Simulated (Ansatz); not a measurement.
# Si₂TeH₆: basis-set convergence

How large a basis does Si₂TeH₆ need? Two functionals are run in growing sets.

Program: Ansatz 0.2.0, Gaussian basis. Level of theory: one geometry, several basis sets. These are calculated values, not measurements.

Plan: PBE0-D4/def2-SVP; ωB97M-V/def2-SVP; PBE0-D4/def2-QZVPP; ωB97M-V/def2-QZVPP; the functionals' def2-TZVPP values are taken from earlier runs.

## (1) The geometry

All runs share one geometry, relaxed beforehand with PBE0-D4 in a triple-zeta def2 set. Te takes the def2 core potential; no spin-orbit term is included.

SMILES `[SiH3][SiH2][TeH]`, 9 atoms, charge 0, spin multiplicity 1.

Atoms are counted from 1 here; the program's logs count them from 0.

Bond lengths: Si1–Si2 2.337 Å, Si1–H4 1.487 Å, Si1–H5 1.487 Å, Si1–H6 1.487 Å, Si2–Te3 2.500 Å, Si2–H7 1.487 Å, Si2–H8 1.487 Å, Te3–H9 1.658 Å. Angles: Si2–Si1–H4 110.0°, Si2–Si1–H5 109.8°, Si2–Si1–H6 109.8°, H4–Si1–H5 109.1°, H4–Si1–H6 109.1°, H5–Si1–H6 109.0°, Si1–Si2–Te3 106.5°, Si1–Si2–H7 110.7°, Si1–Si2–H8 110.6°, Te3–Si2–H7 110.4°, Te3–Si2–H8 110.4°, H7–Si2–H8 108.3°, Si2–Te3–H9 92.2°.

## (2) PBE0-D4 in def2-SVP

The input, in.yaml:

```yaml
crystal:
  periodic: [false, false, false]
  atoms:
    - {symbol: Si, position_ang: [-0.717518, 1.026836, -1.013446]}
    - {symbol: Si, position_ang: [0.164634, -0.801544, 0.144900]}
    - {symbol: Te, position_ang: [1.364372, 0.127310, 2.131675]}
    - {symbol: H, position_ang: [-1.455707, 0.559591, -2.217116]}
    - {symbol: H, position_ang: [0.382914, 1.931578, -1.438397]}
    - {symbol: H, position_ang: [-1.649681, 1.778566, -0.132477]}
    - {symbol: H, position_ang: [-0.920816, -1.721012, 0.578885]}
    - {symbol: H, position_ang: [1.105872, -1.564244, -0.717837]}
    - {symbol: H, position_ang: [1.814429, -1.383380, 2.646612]}
basis:
  gaussian: {orbitals: def2-SVP}
hamiltonian: {xc: pbe0, dispersion: d4}
output: {orbitals: {seedname: orbitals}}
```

The run is started by

```bash
> ansatz run in.yaml --threads 2 --pin off --events-out ev --progress --plain --max-ram 4352MiB
```

Further steps of the session: ωB97M-V in def2-SVP; PBE0-D4 in def2-QZVPP; ωB97M-V in def2-QZVPP.

**Question.** What will the summary of the whole plan be? Wanted: PBE0-D4: double and triple zeta above quadruple; ωB97M-V: double and triple zeta above quadruple.

**Answer**, as computed:

```
                                       quantity          value
PBE0-D4: double and triple zeta above quadruple  6.47, 0.58 eV
ωB97M-V: double and triple zeta above quadruple  6.55, 0.56 eV
```

In words: For PBE0-D4 the step from double to triple zeta gains 5.88 eV and the next only 0.58 eV. Total energies overstate the basis error of differences, where much of it tends to cancel. The LUMO of ωB97M-V is positive and keeps falling with the basis (1.25 to 0.70 eV): an unbound level that the basis holds in place.
